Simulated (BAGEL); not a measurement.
**CH6B2O (SMILES BB(C)O): HF/3-21G (density fitting with qzvpp-jkfit)**

Aim: the vertical ionisation energy of CH6B2O at HF/3-21G (density fitting with qzvpp-jkfit), from 2 runs. 

The results are computed with BAGEL 1.2.2.

### Step 1. The molecule

The species is CH6B2O (10 atoms), meant as a singlet with charge 0. As SMILES, `BB(C)O`. The coordinates come from a PBE0-D4/def2-TZVP relaxation. This is one conformer, not always the lowest.

Bond lengths: B1–B2 1.681 Å, B2–C3 1.575 Å, B2–O4 1.367 Å, B1–H5 1.201 Å, B1–H6 1.200 Å, C3–H7 1.093 Å, C3–H8 1.094 Å, C3–H9 1.097 Å, O4–H10 0.959 Å. Some angles: B1–B2–C3 118.7°, B1–B2–O4 125.5°, C3–B2–O4 115.8°, B2–B1–H5 121.9°, B2–B1–H6 122.5°, B2–C3–H7 113.8°, B2–C3–H8 111.5°, B2–C3–H9 108.5°, B2–O4–H10 114.4°, H5–B1–H6 115.4°.

### Step 2. A single-point energy at HF/3-21G (density fitting with qzvpp-jkfit)

Contents of hf.json:

```json
{ "bagel": [

{
  "title": "molecule",
  "basis": "3-21g",
  "df_basis": "qzvpp-jkfit",
  "angstrom": "true",
  "geometry": [
    { "atom": "B", "xyz": [      -1.157400,       0.826800,      -0.622100 ] },
    { "atom": "B", "xyz": [       0.289400,       0.045900,      -0.271000 ] },
    { "atom": "C", "xyz": [       0.377300,      -0.834700,       1.032200 ] },
    { "atom": "O", "xyz": [       1.432600,       0.117800,      -1.017900 ] },
    { "atom": "H", "xyz": [      -2.010400,       0.312100,      -1.292200 ] },
    { "atom": "H", "xyz": [      -1.440400,       1.898900,      -0.162200 ] },
    { "atom": "H", "xyz": [      -0.546500,      -1.371000,       1.265900 ] },
    { "atom": "H", "xyz": [       1.200400,      -1.552500,       0.975700 ] },
    { "atom": "H", "xyz": [       0.572700,      -0.174500,       1.886700 ] },
    { "atom": "H", "xyz": [       1.365300,       0.679800,      -1.792300 ] }
  ]
},

{
  "title": "hf"
},

{
  "title": "print",
  "file": "orbitals.molden",
  "orbitals": "true"
}

]}
```

Command:

```sh
$ BAGEL_NUM_THREADS=1 BAGEL hf.json > hf.out
```

The log of the run:

```text
* using 1 threads per process

  ===============================================================
  ===============================================================

  *** Geometry ***

  { "atom" : "B", "xyz" : [     -2.187169,      1.562426,     -1.175599 ] },
  { "atom" : "B", "xyz" : [      0.546887,      0.086738,     -0.512116 ] },
  { "atom" : "C", "xyz" : [      0.712994,     -1.577354,      1.950575 ] },
  { "atom" : "O", "xyz" : [      2.707222,      0.222610,     -1.923552 ] },
  { "atom" : "H", "xyz" : [     -3.799105,      0.589784,     -2.441904 ] },
  { "atom" : "H", "xyz" : [     -2.721962,      3.588401,     -0.306514 ] },
  { "atom" : "H", "xyz" : [     -1.032735,     -2.590815,      2.392204 ] },
  { "atom" : "H", "xyz" : [      2.268427,     -2.933800,      1.843806 ] },
  { "atom" : "H", "xyz" : [      1.082246,     -0.329757,      3.565346 ] },
  { "atom" : "H", "xyz" : [      2.580043,      1.284636,     -3.386956 ] },

  Number of auxiliary basis functions:      410

  Since a DF basis is specified, we compute 2- and 3-index integrals:
    o Being stored without compression. Storage requirement is 0.008 GB

  Number of basis functions:       48
  Number of electrons      :       30

    * METHOD: MOLECULE                             0.11

  *** RHF ***

  === Nuclear Repulsion ===
    97.1425843936

      * DIIS with orbital gradients will be used.

  === RHF iteration (3-21g) ===
      0       -164.56647951          0.02686879           0.02
      1       -164.66576201          0.01445418           0.02
      2       -164.69481569          0.00228889           0.02
      3       -164.69607708          0.00058191           0.02
      4       -164.69614963          0.00009356           0.02
      5       -164.69615331          0.00001940           0.02
      6       -164.69615348          0.00000782           0.02
      7       -164.69615352          0.00000323           0.02
      8       -164.69615352          0.00000105           0.02
      9       -164.69615352          0.00000026           0.02
     10       -164.69615352          0.00000013           0.02
     11       -164.69615352          0.00000004           0.02
     12       -164.69615352          0.00000001           0.02
     13       -164.69615352          0.00000000           0.02
    * SCF iteration converged.

    * Permanent dipole moment:
           (    0.198021,    -0.384477,     0.390053) a.u.

    * METHOD: HF                                   0.34

    * METHOD: PRINT                                0.00

  ===============================================================
```

It took 0.64 s on 1 thread of Arm Neoverse V2, shared host; peak memory 0.082 GiB.

### Step 3. The doublet cation, same level

Contents of calc.json:

```json
{ "bagel" : [

{
  "title" : "molecule",
  "basis" : "3-21g",
  "df_basis" : "qzvpp-jkfit",
  "angstrom" : true,
  "geometry" : [
    { "atom" : "B", "xyz" : [      -1.157400,       0.826800,      -0.622100 ] },
    { "atom" : "B", "xyz" : [       0.289400,       0.045900,      -0.271000 ] },
    { "atom" : "C", "xyz" : [       0.377300,      -0.834700,       1.032200 ] },
    { "atom" : "O", "xyz" : [       1.432600,       0.117800,      -1.017900 ] },
    { "atom" : "H", "xyz" : [      -2.010400,       0.312100,      -1.292200 ] },
    { "atom" : "H", "xyz" : [      -1.440400,       1.898900,      -0.162200 ] },
    { "atom" : "H", "xyz" : [      -0.546500,      -1.371000,       1.265900 ] },
    { "atom" : "H", "xyz" : [       1.200400,      -1.552500,       0.975700 ] },
    { "atom" : "H", "xyz" : [       0.572700,      -0.174500,       1.886700 ] },
    { "atom" : "H", "xyz" : [       1.365300,       0.679800,      -1.792300 ] }
  ]
},

{
  "title" : "uhf",
  "charge" : 1,
  "nopen" : 1
},

{
  "title" : "print",
  "file" : "orbitals.molden",
  "orbitals" : true
}

]}
```

Command:

```sh
$ BAGEL_NUM_THREADS=1 BAGEL calc.json > calc.out
```

The log of the run:

```text
* using 1 threads per process

  ===============================================================
  ===============================================================

  *** Geometry ***

  { "atom" : "B", "xyz" : [     -2.187169,      1.562426,     -1.175599 ] },
  { "atom" : "B", "xyz" : [      0.546887,      0.086738,     -0.512116 ] },
  { "atom" : "C", "xyz" : [      0.712994,     -1.577354,      1.950575 ] },
  { "atom" : "O", "xyz" : [      2.707222,      0.222610,     -1.923552 ] },
  { "atom" : "H", "xyz" : [     -3.799105,      0.589784,     -2.441904 ] },
  { "atom" : "H", "xyz" : [     -2.721962,      3.588401,     -0.306514 ] },
  { "atom" : "H", "xyz" : [     -1.032735,     -2.590815,      2.392204 ] },
  { "atom" : "H", "xyz" : [      2.268427,     -2.933800,      1.843806 ] },
  { "atom" : "H", "xyz" : [      1.082246,     -0.329757,      3.565346 ] },
  { "atom" : "H", "xyz" : [      2.580043,      1.284636,     -3.386956 ] },

  Number of auxiliary basis functions:      410

  Since a DF basis is specified, we compute 2- and 3-index integrals:
    o Being stored without compression. Storage requirement is 0.008 GB

  Number of basis functions:       48
  Number of electrons      :       30

    * METHOD: MOLECULE                             0.12

  *** Open-shell HF ***

  === Nuclear Repulsion ===
    97.1425843936

      * DIIS with orbital gradients will be used.

  === UHF iteration (3-21g) ===
      0       -164.18996596          0.05166051           0.04
      1       -164.28779847          0.03669445           0.04
      2       -164.31380941          0.02633949           0.04
      3       -164.33708708          0.00158992           0.04
      4       -164.33750692          0.00072066           0.04
      5       -164.33759630          0.00030091           0.04
      6       -164.33763533          0.00017272           0.04
      7       -164.33765013          0.00011615           0.04
      8       -164.33765905          0.00007788           0.04
      9       -164.33766363          0.00003013           0.04
     10       -164.33766412          0.00001544           0.04
     11       -164.33766431          0.00000859           0.04
     12       -164.33766441          0.00000476           0.04
     13       -164.33766443          0.00000312           0.04
     14       -164.33766444          0.00000188           0.04
     15       -164.33766444          0.00000138           0.04
     16       -164.33766444          0.00000089           0.04
     17       -164.33766444          0.00000059           0.04
     18       -164.33766444          0.00000036           0.04
     19       -164.33766444          0.00000020           0.04
     20       -164.33766444          0.00000013           0.04
     21       -164.33766444          0.00000007           0.04
     22       -164.33766444          0.00000005           0.04
     23       -164.33766444          0.00000003           0.04
     24       -164.33766444          0.00000002           0.04
     25       -164.33766444          0.00000002           0.04
     26       -164.33766444          0.00000001           0.04
    * SCF iteration converged.

    * S^2 (UHF) is 0.7655

    * Permanent dipole moment:
           (    0.990885,    -0.656531,     0.345810) a.u.

    * METHOD: UHF                                  1.16

    * METHOD: PRINT                                0.00

  ===============================================================
```

Run time: 1.4 s. Hardware: 1 thread of Arm Neoverse V2, shared host; peak memory 0.082 GiB.

### Step 4. Summary of results

Level: HF/3-21G (density fitting with qzvpp-jkfit).

```
                                          quantity          value
                      singlet CH6B2O: total energy  -164.69615 Eh
                     singlet CH6B2O: dipole moment         1.48 D
                       singlet CH6B2O: HOMO energy      -10.89 eV
                       singlet CH6B2O: LUMO energy        2.06 eV
                     singlet CH6B2O: HOMO–LUMO gap       12.94 eV
                      doublet cation: total energy  -164.33766 Eh
                              doublet cation: ⟨S²⟩          0.765
vertical ionisation energy (to the doublet cation)       9.755 eV
```

In words: Removing an electron at fixed nuclei costs 9.75 eV (225 kcal/mol). The negative HOMO energy of the first species, 10.89 eV, lies 1.13 eV above that difference.
